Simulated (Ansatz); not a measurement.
Task: a convergence test of the k-point mesh of Ti, space group Im-3m, with Ansatz's Python interface. Give the script and its output. Level of theory (first run): PBEsol, PAW, cutoff 550 eV, 3×3×3 k-points, Fermi-Dirac smearing of 0.1 eV. The script varies spacing (1/A): 1.0, 0.6, 0.4, 0.3.

Contents of `ti.extxyz`:
```text
1
Lattice="-1.641 1.641 1.641 1.641 -1.641 1.641 1.641 1.641 -1.641" Properties=species:S:1:pos:R:3 pbc="T T T"
Ti    0.00000000    0.00000000    0.00000000
```

`ti.py`
```python
"""k-point test for Ti."""

import ansatz as az
from tabulate import tabulate

SETTINGS = {
    "functional": "pbesol",
    "ecut": 550,
    "width_ev": 0.1,
}

xtal = az.Crystal.from_extxyz("ti.extxyz")

base = (
    xtal.calculation()
    .functional(SETTINGS["functional"])
    .basis(SETTINGS["ecut"])
    .occupations(az.OccupationsMethod.FERMI_DIRAC, width=SETTINGS["width_ev"])
    .forces()
    .stress()
)

rows = []
for value in [1.0, 0.6, 0.4, 0.3]:
    report = base.kpoints(spacing=value).run(threads=1, backend="cpu").report
    rows.append((value, report["free_energy_ev"] / len(report["lattice"]["sites"]), report["n_iterations"], sum(report["stress_gpa"][i][i] for i in range(3)) / 3, max(abs(f) for row in report["forces_ev_ang"] for f in row), report["n_kpoints"]))

print(tabulate(rows, headers=["spacing (1/A)", "F/atom (eV)", "iterations", "P (GPa)", "max component (eV/A)", "k-points"], floatfmt=".4f", tablefmt="github"))

# the last row is the reference
for row in rows[:-1]:
    shift = 1000 * (row[1] - rows[-1][1])
    print(f"{row[0]}: {shift:+.2f} meV/atom" + ("  (within 2 meV)" if abs(shift) < 2 else ""))
```

```console
$ python ti.py
|   spacing (1/A) |   F/atom (eV) |   iterations |   P (GPa) |   max component (eV/A) |   k-points |
|-----------------|---------------|--------------|-----------|------------------------|------------|
|          1.0000 |    -2473.8368 |            6 |   -6.9990 |                 0.0000 |          4 |
|          0.6000 |    -2473.8255 |            6 |   -7.4806 |                 0.0000 |         10 |
|          0.4000 |    -2473.8024 |            6 |   -5.7964 |                 0.0000 |         20 |
|          0.3000 |    -2473.8068 |            6 |   -6.2760 |                 0.0000 |         47 |
1.0: -29.95 meV/atom
0.6: -18.66 meV/atom
0.4: +4.42 meV/atom
```

Caveats:
- Forces vanish by symmetry here and test nothing.
- Pressure is positive in compression.
- At these settings the cell as given stands under about -6 GPa, so it isn't at this functional's equilibrium volume.
- This isn't the structure that Ti takes at ambient conditions.
- Shifts are counted from the finest mesh, which is itself no proven limit.
- Wall time of the script: 2.7 s on 1 thread of Arm Neoverse V1, on a shared host, peak memory 0.34 GiB.
